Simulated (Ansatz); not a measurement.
# HfB: the cost of one run

Computed with Ansatz 0.2.0 (DFT PBE, scalar-relativistic, plane waves, PAW, unless a step's input says otherwise).

**1. Starting point**

Symmetry: Immm, No. 71, orthorhombic system. The conventional cell has a = 4.218 Å, b = 5.094 Å, c = 5.868 Å, α = 90.00°, β = 90.00°, γ = 90.00°. Hf (site symmetry mm2) is surrounded by 2 B at 2.01 Å. B (site symmetry m2m) is surrounded by 2 Hf at 2.01 Å.

Structure file:

```
Hf B
1.0
    -2.10878    2.54708    2.93383
     2.10878   -2.54708    2.93383
     2.10878    2.54708   -2.93383
Hf B
2 2
Direct
  0.76030 0.26030 0.50000
  0.23970 0.73970 0.50000
  0.71940 0.50000 0.21940
  0.28060 0.50000 0.78060
```

The cell is invented: random cell by space group and Wyckoff sites (Immm, No. 71). The dimensions are guesses.

**2. Probe: one point on a coarse mesh**

input.yaml

```yaml
crystal:
  lattice:
    - [-2.10877944, 2.54708302, 2.93382506]
    - [2.10877944, -2.54708302, 2.93382506]
    - [2.10877944, 2.54708302, -2.93382506]
  atoms:
    - { symbol: Hf, position: [0.76029972, 0.26029972, 0.5] }
    - { symbol: Hf, position: [0.23970028, 0.73970028, 0.5] }
    - { symbol: B, position: [0.71939507, 0.5, 0.21939507] }
    - { symbol: B, position: [0.28060493, 0.5, 0.78060493] }
basis:
  ecutwfc: 420
kpoints:
  mp_grid: { grid: [6, 6, 6] }
hamiltonian:
  xc: pbe
scf:
  occupations: { method: gaussian, width: 0.1 }
  lower_state_search: "off"
output:
  forces: true
  stress: true
  eigenvalues: true
```

Command:

```sh
ansatz run input.yaml --threads 1 --pin off --max-ram 2560MiB --backend cpu --events-out ev --progress --plain --runs-dir out
```

What time and memory should one allow on 1 thread of Intel Xeon Platinum 8488C (Sapphire Rapids), shared host?

About 4.1 s, with a peak of 0.41 GiB.
